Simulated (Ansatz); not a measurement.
**CH₄BF₂Ga: a ladder of functionals and wavefunction methods**

The task here is to estimate one member of a computed series from the others.

The runs use Ansatz 0.2.0, Gaussian basis; functionals in def2-TZVPP, the program's frozen cores in correlated methods.

The runs, in order: LDA (SPW92), PBE-D4, revPBE-D4, BLYP-D4, r2SCAN-D4, B97M-V, PBE0-D4, B3LYP-D4, r2SCANh-D4, r2SCAN0-D4, HSE06-D4, BHLYP-D4, CAM-B3LYP-D4, LC-ωPBE, ωB97X-V, ωB97M-V, B2PLYP, PBE-QIDH; CCSD(T)/def2-SVP; CCSD(T)/def2-TZVPP; MP2/def2-QZVPP; extrapolation to the limit; RPA on PBE.

## Structure used throughout

The geometry comes from an earlier relaxation with PBE0-D4 in a triple-zeta def2 set; it is a stationary point, not always the lowest conformer.

9 atoms, charge 0, spin multiplicity 1.

Atoms are counted from 1 here; the program's logs count them from 0.

Bond lengths: B1–C2 1.462 Å, B1–Ga5 2.141 Å, B1–H6 1.189 Å, B1–H7 1.220 Å, C2–F3 1.314 Å, C2–F4 1.315 Å, Ga5–H8 1.564 Å, Ga5–H9 1.564 Å. Angles: C2–B1–Ga5 88.3°, C2–B1–H6 121.3°, C2–B1–H7 114.8°, Ga5–B1–H6 109.0°, Ga5–B1–H7 78.7°, H6–B1–H7 123.4°, B1–C2–F3 125.3°, B1–C2–F4 126.9°, F3–C2–F4 107.8°, B1–Ga5–H8 123.0°, B1–Ga5–H9 110.9°, H8–Ga5–H9 125.2°.

Geometry (Å):

```mol
CH4BF2Ga
  3D, bonds by distance, orders not assigned

  9  8  0  0  0  0  0  0  0  0999 V2000
    0.2059    0.8978   -0.4122 B   0  0
    0.1481   -0.3218   -1.2161 C   0  0
   -0.8252   -0.6454   -2.0370 F   0  0
    1.0400   -1.2872   -1.2501 F   0  0
   -0.3185   -0.2792    1.2975 Ga  0  0
   -0.5967    1.7653   -0.5455 H   0  0
    1.2096    1.0116    0.2722 H   0  0
    0.2430   -1.7175    1.5476 H   0  0
   -1.1061    0.5764    2.3436 H   0  0
  1  2  8  0
  1  5  8  0
  1  6  8  0
  1  7  8  0
  2  3  8  0
  2  4  8  0
  5  8  8  0
  5  9  8  0
M  END
```

The first run:

in.yaml

```yaml
crystal:
  periodic: [false, false, false]
  atoms:
    - {symbol: B, position_ang: [0.205909, 0.897785, -0.412244]}
    - {symbol: C, position_ang: [0.148081, -0.321787, -1.216053]}
    - {symbol: F, position_ang: [-0.825237, -0.645382, -2.037043]}
    - {symbol: F, position_ang: [1.039976, -1.287189, -1.250132]}
    - {symbol: Ga, position_ang: [-0.318473, -0.279173, 1.297512]}
    - {symbol: H, position_ang: [-0.596731, 1.765284, -0.545462]}
    - {symbol: H, position_ang: [1.209639, 1.011555, 0.272170]}
    - {symbol: H, position_ang: [0.242987, -1.717509, 1.547633]}
    - {symbol: H, position_ang: [-1.106141, 0.576427, 2.343628]}
basis:
  gaussian: {orbitals: def2-TZVPP}
hamiltonian: {xc: lda}
output: {orbitals: {seedname: orbitals}}
```

Started as:

```console
ansatz run in.yaml --threads 4 --pin off --events-out ev --progress --plain --max-ram 10444MiB
```

Among the steps run: LDA; PBE-D4 (GGA); revPBE-D4 (GGA); BLYP-D4 (GGA); r2SCAN-D4 (meta-GGA); B97M-V (meta-GGA); B3LYP-D4 (hybrid); r2SCANh-D4 (hybrid); r2SCAN0-D4 (hybrid); HSE06-D4 (hybrid); BHLYP-D4 (hybrid); CAM-B3LYP-D4 (range-separated); LC-ωPBE (range-separated); ωB97X-V (range-separated); ωB97M-V (range-separated); B2PLYP (double hybrid); PBE-QIDH (double hybrid).

One of the session's tables, all rows but one given; the rest of the session is left out.

It belongs to the step «Orbital energies across the functionals». 

```
  functional  HOMO (eV)  LUMO (eV)  gap (eV)
 LDA (SPW92)      -6.51      -2.86      3.65
      PBE-D4      -6.33      -2.57      3.76
   revPBE-D4      -6.26      -2.44      3.81
     BLYP-D4      -6.19      -2.51      3.68
   r2SCAN-D4      -6.55      -2.31      4.23
      B97M-V      -6.63      -2.49      4.13
     PBE0-D4          ?          ?         ?
    B3LYP-D4      -7.21      -2.05      5.16
  r2SCANh-D4      -6.95      -2.03      4.92
  r2SCAN0-D4      -7.55      -1.62      5.93
    HSE06-D4      -7.01      -2.14      4.86
    BHLYP-D4      -8.35      -1.03      7.33
CAM-B3LYP-D4      -8.65      -0.88      7.76
     LC-ωPBE      -9.89       0.31     10.19
     ωB97X-V      -9.56       0.17      9.73
     ωB97M-V      -9.44      -0.06      9.38
```

**Question.** Estimate the row for PBE0-D4.

**Answer.** HOMO (eV): -7.40; LUMO (eV): -1.78; gap (eV): 5.63. In the column «HOMO (eV)» it lies between r2SCAN0-D4 (-7.55) and B3LYP-D4 (-7.21).
